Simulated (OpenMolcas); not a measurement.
# HF/ANO-RCC-VDZ (DKH4) run of TiOF2 (SMILES [O]=[Ti]([F])[F])

Aim: the energy change on altering one bond length of TiOF2 at HF/ANO-RCC-VDZ (DKH4), from 2 runs. 

The calculation is run with OpenMolcas 26.06.

## Step 1: The molecule

TiOF2: 4 atoms, total charge 0, spin state singlet. As SMILES, `[O]=[Ti]([F])[F]`. The shape comes from GFN2-xTB, which is rough for such elements, and wasn't checked as a minimum.

Bond lengths: O1–Ti2 1.596 Å, Ti2–F3 1.722 Å, Ti2–F4 1.721 Å. Angles: O1–Ti2–F3 111.7°, O1–Ti2–F4 111.8°, F3–Ti2–F4 113.6°.

## Step 2: Energy and gradient at HF/ANO-RCC-VDZ (DKH4)

Contents of job.inp:

```
>>> EXPORT MOLCAS_PRINT=2

&GATEWAY
 Coord
 4
 angstrom
 O        0.126060       0.507440       1.465250
 Ti      -0.303530      -0.166110       0.083020
 F        0.833410      -1.354510      -0.428040
 F       -0.655940       1.013190      -1.120230
 Basis=ANO-RCC-VDZ
 Group=NoSym

&SEWARD
 Relativistic=R04O02
 Expert

&SCF
 PrOrbitals=1 1

&ALASKA
```

Run with:

```console
export MOLCAS_MEM=1860
pymolcas job.inp > job.log
```

Output:

```text
--- Start Module: gateway ---
[...]
--- Stop Module: gateway /rc=_RC_ALL_IS_WELL_ ---
[...]
 ###    WARNING:  EXPERT option is ON!                                       ###
 ###############################################################################
               SEWARD will generate:
[...]
      Basis functions           54
[...]
--- Start Module: scf ---
[...]
       Convergence after  15 Iterations
[...]
::    Total SCF energy                              -1126.8926247610
[...]
      Total spin, S                                     0.0000000000
[...]
      Total electronic charge=   48.000000
      Total            charge=   -0.000000
[...]
      Dipole Moment (debye):
      Origin of the operator (angstrom)=   -0.0899   -0.0621   -0.0196
                   X= -4.3066E+00               Y= -2.7813E+00               Z= -2.8221E-01           Total=  5.1344E+00
      Quadrupole Moment (debye*angstrom):
[...]
--- Stop Module: scf /rc=_RC_ALL_IS_WELL_ ---
[...]
--- Start Module: alaska ---
[...]
 *              Molecular gradients               *
 **************************************************
  Irreducible representation: a
 ------------------------------------------------------------------------------------------
                              X                       Y                       Z
 ------------------------------------------------------------------------------------------
  O1                4.61452757834735E-03    1.28436376418684E-03   -5.27340460747894E-03
  TI2               1.32979992714493E-02   -7.36135588850928E-03   -5.67349424956543E-02
  F3               -3.60330696080364E-02    4.62548293827307E-02    1.82009637922267E-02
  F4                1.81205427582176E-02   -4.01778372584047E-02    4.38073833108916E-02
 ------------------------------------------------------------------------------------------
--- Stop Module: alaska /rc=_RC_ALL_IS_WELL_ ---
[...]
```

Wall time 20 s (1 thread of Arm Neoverse V1, shared host); peak memory 0.41 GiB.

## Step 3: The distorted shape at the same level

Contents of job.input:

```
&GATEWAY
Coord
4
angstrom
O        0.478464      -0.671840       2.668480
Ti       0.048874      -1.345390       1.286250
F        1.185814      -2.533790       0.775190
F       -0.655940       1.013190      -1.120230
Basis=ANO-RCC-VDZ
Group=NoSym
&SEWARD
Relativistic=R04O02
Expert
&SCF
PrOrbitals=1 1
&ALASKA
```

Run with:

```console
export MOLCAS_MEM=1860
pymolcas job.input > job.log
```

Output:

```text
--- Start Module: gateway ---
[...]
--- Stop Module: gateway /rc=_RC_ALL_IS_WELL_ ---
[...]
 ###    WARNING:  EXPERT option is ON!                                       ###
 ###############################################################################
               SEWARD will generate:
[...]
      Basis functions           54
[...]
--- Start Module: scf ---
[...]
       Convergence after  19 Iterations
[...]
::    Total SCF energy                              -1126.7065397591
[...]
      Total spin, S                                     0.0000000000
[...]
      Total electronic charge=   48.000000
      Total            charge=   -0.000000
[...]
      Dipole Moment (debye):
      Origin of the operator (angstrom)=    0.1968   -1.0216    0.9594
                   X= -1.8831E+00               Y= -8.7119E+00               Z=  6.8975E+00           Total=  1.1270E+01
      Quadrupole Moment (debye*angstrom):
[...]
--- Stop Module: scf /rc=_RC_ALL_IS_WELL_ ---
[...]
--- Start Module: alaska ---
[...]
 *              Molecular gradients               *
 **************************************************
  Irreducible representation: a
 ------------------------------------------------------------------------------------------
                              X                       Y                       Z
 ------------------------------------------------------------------------------------------
  O1                1.31653480750291E-02    2.18208928349934E-02    3.21905902123092E-02
  TI2               1.49176928961481E-02   -8.18203442117911E-02   -9.70829381668992E-03
  F3               -2.17048801015718E-02    2.85238665994356E-02    8.12507221835812E-03
  F4               -6.37816086962761E-03    3.14755847773771E-02   -3.06073686140103E-02
 ------------------------------------------------------------------------------------------
--- Stop Module: alaska /rc=_RC_ALL_IS_WELL_ ---
[...]
```

Run time: 20 s. Hardware: 1 thread of Arm Neoverse V1, shared host; peak memory 0.41 GiB.

## Step 4: Outcome

Level: HF/ANO-RCC-VDZ (DKH4).

| quantity | value |
| --- | --- |
| first shape: total energy | -1126.89262 Eh |
| first shape: dipole moment | 5.13 D |
| first shape: HOMO energy | -14.28 eV |
| first shape: LUMO energy | -1.17 eV |
| first shape: HOMO–LUMO gap | 13.11 eV |
| first shape: largest force on an atom | 3.195 eV/Å |
| distorted shape: total energy | -1126.70654 Eh |
| distorted shape: dipole moment | 11.27 D |
| distorted shape: HOMO energy | -10.66 eV |
| distorted shape: LUMO energy | -3.33 eV |
| distorted shape: HOMO–LUMO gap | 7.33 eV |
| distorted shape: largest force on an atom | 4.306 eV/Å |
| energy change with the Ti2–F4 bond stretched from 1.721 to 3.443 Å | 5.064 eV |

What this shows: One bond (distorted shape) is far stretched, which a spin-restricted single reference describes badly; a broken-symmetry solution may lie lower. With the Ti2–F4 bond stretched from 1.721 to 3.443 Å the energy rises by 5.06 eV (489 kJ/mol). The first shape isn't relaxed at this level, so the change isn't measured from a minimum. A restricted reference can't describe the breaking bond well at this length. The largest force (first shape) is 3.20 eV/Å: the shape isn't a stationary point for this species at this level. Mulliken charges (first shape) run from -0.61 on F3 to +1.82 on Ti2; they depend strongly on the basis. Mulliken charges (distorted shape) run from -0.87 on F4 to +1.87 on Ti2.
